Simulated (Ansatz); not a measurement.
Predict the output of the script below (Ansatz's Python interface).

The script, `run_cohesive.py`:
```python
"""Cohesive energy of K3Cd from free atoms."""

from collections import Counter
import warnings

import ansatz as az

PHASES = {
    "K3Cd": (
        [(5.952904, 0.0, 0.0), (0.0, 5.952904, 0.0), (0.0, 0.0, 5.952904)],
        [
            ("K", (0.0, 0.5, 0.5)),
            ("K", (0.5, 0.0, 0.5)),
            ("K", (0.5, 0.5, 0.0)),
            ("Cd", (0.0, 0.0, 0.0)),
        ],
    ),
}


def build(vectors, sites):
    crystal = az.Crystal(lattice=az.Lattice.of(vectors))
    for symbol, position in sites:
        crystal = crystal.atom(symbol, position)
    return crystal


def counts(outcome):
    return Counter(site.symbol for site in outcome.lattice.sites)

UNPAIRED = {"K": 1, "Cd": 0}  # unpaired electrons of the free atoms


def run_phase(name, crystal):
    calc = (
        crystal.calculation()
        .scf(extra_bands=16)
        .basis(380)
        .functional("r2scan", dispersion="d3bj")
        .kpoints(spacing=0.26)
        .occupations("gaussian", width=0.02)
    )
    if name.endswith(" atom"):
        calc = calc.kpoints(1, 1, 1).occupations("fermi_dirac", width=0.01)
        if UNPAIRED[name.split()[0]]:
            calc = calc.spin("collinear")
        return calc.run(threads=1)
    calc = calc.relax(force_tolerance=0.02, max_steps=40, cell=True)
    return calc.run(threads=1)


def main() -> None:
    warnings.simplefilter("ignore", az.DeckWarning)

    phases = {name: build(*cell) for name, cell in PHASES.items()}
    # free atoms: a low-symmetry box, moments by the rule of Hund
    for element, moment in UNPAIRED.items():
        phases[f"{element} atom"] = az.Lattice.orthorhombic(9.0, 9.5, 10.0).atom(element, (0.5, 0.5, 0.5), moment=moment or None)

    done = {name: run_phase(name, crystal) for name, crystal in phases.items()}

    for element in UNPAIRED:
        atom = done[f"{element} atom"].report
        print(f"{element} atom: {atom['energy_sigma0_ev']:.4f} eV, moment {atom['magnetization_mub']:.2f} muB")
    solid = done["K3Cd"]
    n = counts(solid)
    binding = (sum(k * done[f"{e} atom"].report["energy_sigma0_ev"] for e, k in n.items()) - solid.report["energy_sigma0_ev"]) / sum(n.values())
    print(f"cohesive energy {binding:.3f} eV/atom = {96.4853 * binding:.0f} kJ/mol of atoms (no zero-point energy)")


if __name__ == "__main__":
    main()
```

```console
$ python run_cohesive.py
K atom: -1541.7928 eV, moment 1.00 muB
Cd atom: -8267.1082 eV, moment 0.00 muB
cohesive energy 0.781 eV/atom = 75 kJ/mol of atoms (no zero-point energy)
```

Notes:
- The settings weren't tested for convergence.
- The cutoff lies under the one recommended for these potentials.
- Other magnetic orders than the one started from may lie lower.
- The dispersion term runs with damping parameters of another functional.
- Dispersion corrections can be off by several per cent in the lattices of metals, and by several GPa in the pressure at a fixed cell.
- For the metals among these phases the mesh is modest: differences between phases can be off by up to 40 meV an atom.
- r2SCAN tends to overestimate the moments of itinerant magnets.
- The cells come from databases of deposited and of computed structures, and not all need be stable phases.
- Free atoms in a box carry small image and symmetry errors, and spin-orbit coupling is left out.
- The script silences the warnings on its input, which a real study should read.
- Finished in 6.7 min on 1 thread of Arm Neoverse V2 (shared host), peak memory 1.4 GiB.
